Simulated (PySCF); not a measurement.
**TlF3(H2O): other functionals and bases at one geometry**

An exercise on one series of results from a longer session: the logs are not shown, and one member is left open.

Program: PySCF 2.14.0. Level of theory: several levels, as the steps say, no spin–orbit coupling. These are calculated values, not measurements.

1 further run of the same task is left out (for a known fault of the program).

## Where the work starts

7 atoms, charge 0, spin multiplicity 1.

Bond lengths: Tl1–F2 2.046 Å, Tl1–F3 2.009 Å, Tl1–F4 2.046 Å, Tl1–O5 2.406 Å, O5–H6 0.973 Å, O5–H7 0.973 Å. Angles: F2–Tl1–F3 123.0°, F2–Tl1–F4 112.3°, F2–Tl1–O5 75.9°, F3–Tl1–F4 123.0°, F3–Tl1–O5 128.1°, F4–Tl1–O5 75.9°, Tl1–O5–H6 93.0°, Tl1–O5–H7 93.0°, H6–O5–H7 105.3°.

As a file:

```
Tl   -0.1921   -0.2234    0.2234
F     0.4585    1.6397    0.7635
F    -0.9658   -1.5340    1.5340
F     0.4585   -0.7635   -1.6397
O    -1.3686    1.2604   -1.2604
H    -0.8805    2.0427   -0.9489
H    -0.8805    0.9489   -2.0427
```

Formal oxidation states: Tl +3. An earlier session relaxed this geometry at PBE0, Tl def2-SVP with ECP60, F def2-SVP, O def2-SVP, H def2-SVP (singlet, point group Cs).

At PBE0 on the finer grid: E = -547.796140 Eh, HOMO -10.19 eV, LUMO -3.83 eV, Mulliken charge on Tl1 +1.06 e, largest force component 0.071 eV/Å. 

Levels to run: PBE; BP86; PBE0, TZVP. Hardware: 2 threads of Arm Neoverse V1, shared host.

Set-up of the first run:

run.py (the lines that set the calculation)

```python
mol = gto.M(atom='''
Tl    -0.19212    -0.22340     0.22340
F      0.45845     1.63971     0.76352
F     -0.96583    -1.53403     1.53403
F      0.45845    -0.76352    -1.63971
O     -1.36856     1.26044    -1.26044
H     -0.88053     2.04265    -0.94894
H     -0.88053     0.94894    -2.04265''',
    basis={'Tl': 'def2-SVP', 'F': 'def2-SVP', 'O': 'def2-SVP', 'H': 'def2-SVP'},
    ecp={'Tl': 'def2-SVP'},
    charge=0, spin=0)
mf = dft.RKS(mol, xc='PBE')
mf.grids.atom_grid = (75, 302)
mf = mf.density_fit()  # fitting sets: Tl def2-universal-JKFIT, F def2-universal-JKFIT, O def2-universal-JKFIT, H def2-universal-JKFIT
mf.conv_tol = 1e-08; mf.max_cycle = 55
mf.kernel(dm0)  # dm0: the density of the relaxed state
```

On the command line:

```console
$ OMP_NUM_THREADS=2 python run.py
```

Among the steps run: PBE; BP86; PBE0, TZVP.

One of the session's tables, all rows but one given; the rest of the session is left out.

| level | HOMO (eV) | gap (eV) | charge on Tl1 (e) | dipole (D) | largest force component (eV/Å) |
| --- | --- | --- | --- | --- | --- |
| PBE0 (relaxed here) | -10.19 | 6.36 | 1.06 | 2.17 | 0.07 |
| PBE | ? | ? | ? | ? | ? |
| BP86 | -8.30 | 3.60 | 0.85 | 2.26 | 0.86 |
| PBE0, TZVP | -10.53 | 6.43 | 1.22 | 2.13 | 0.30 |

**Question.** Estimate the row for PBE.

As computed: HOMO (eV): -8.17; gap (eV): 3.59; charge on Tl1 (e): 0.85; dipole (D): 2.24; largest force component (eV/Å): 0.81. In the column «HOMO (eV)» it is the highest.

In one basis the HOMO–LUMO gap runs from 3.59 eV (PBE) to 6.36 eV (PBE0). The largest leftover force, 0.86 eV/Å with BP86, stands at a geometry relaxed at another level. Total energies of different levels can't be compared.
